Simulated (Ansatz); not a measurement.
# AlN: the crystal squeezed far

The task here is to estimate one member of a computed series from the others.

Computed with Ansatz 0.2.0 (DFT PBE, with the methods named in each step, unless a step's input says otherwise).

### The structure to begin with

It takes space group F-43m (No. 216, cubic). Conventional cell: a = 4.309 Å, b = 4.309 Å, c = 4.309 Å, α = 90.00°, β = 90.00°, γ = 90.00°. Around Al (site symmetry -43m) lie 4 N at 1.87 Å. N (site symmetry -43m) has 4 Al at 1.87 Å as nearest neighbours.

Coordinates:

```
CELL_PARAMETERS angstrom
0.00000 2.15443 2.15443
2.15443 0.00000 2.15443
2.15443 2.15443 0.00000
ATOMIC_POSITIONS crystal
Al 0.00000 0.00000 0.00000
N 0.25000 0.25000 0.25000
```

Whether this phase is the stable one at these pressures isn't tested.

Atoms are numbered in the order of the input: Al1, N2.

Set-up of the first run:

input.yaml

```yaml
crystal:
  lattice:
    - [0.0, 2.15443469, 2.15443469]
    - [2.15443469, 0.0, 2.15443469]
    - [2.15443469, 2.15443469, 0.0]
  atoms:
    - { symbol: Al, position: [0.0, 0.0, 0.0] }
    - { symbol: "N", position: [0.25, 0.25, 0.25] }
kpoints:
  mp_grid: { grid: [17, 17, 17] }
scf:
  occupations: { method: fermi_dirac, width: 0.08 }
hamiltonian:
  xc: pbe
  pseudopotentials: { kind: paw }
output:
  forces: true
  stress: true
relax:
  f_tol: 0.005
  max_steps: 40
  cell: {}
```

Command:

```
$ ansatz run input.yaml --threads 1 --pin off --max-ram 2048MiB --backend cpu --events-out ev --progress --plain --runs-dir out
```

Among the steps run: Cell relaxed at zero pressure, PAW; Volume scaled by 1, PAW; Volume scaled by 1, PAW (level accurate); Volume scaled by 0.94, PAW; Volume scaled by 0.88, PAW; Volume scaled by 0.8, PAW; Volume scaled by 0.72, PAW; Volume scaled by 0.64, PAW; Volume scaled by 0.55, PAW; Volume scaled by 0.55, PAW (source ansatz).

One of the session's tables, all rows but one given; the rest of the session is left out.

```
              method  volume over the first  volume (Å³/atom)  pressure (GPa)  gap on the k mesh (eV)
                 PAW                      1            10.670            0.02                    3.36
                 PAW                   0.94            10.030           13.48                    3.40
                 PAW                   0.88             9.390           31.59                    3.43
                 PAW                    0.8             8.536           66.10                    3.46
                 PAW                   0.72             7.682          118.60                    3.48
                 PAW                   0.64                 ?               ?                       ?
                 PAW                   0.55             5.868          354.39                    3.41
PAW (level accurate)                      1            10.670           -0.08                    3.36
 PAW (source ansatz)                   0.55             5.868          357.66                    3.38
```

Q: Estimate the row for PAW, 0.64 from the others.

As computed: volume (Å³/atom): 6.829; pressure (GPa): 200.42; gap on the k mesh (eV): 3.47. In the column «volume (Å³/atom)» it lies between PAW (source ansatz), 0.55 (5.868) and PAW, 0.72 (7.682).

Caveats from the session: A fit over so wide a range leans to the high pressures, so B₀ can be off by several per cent. These are semilocal Kohn-Sham gaps, which aren't the measured quantity. Warnings in the runs' records: second datasets.
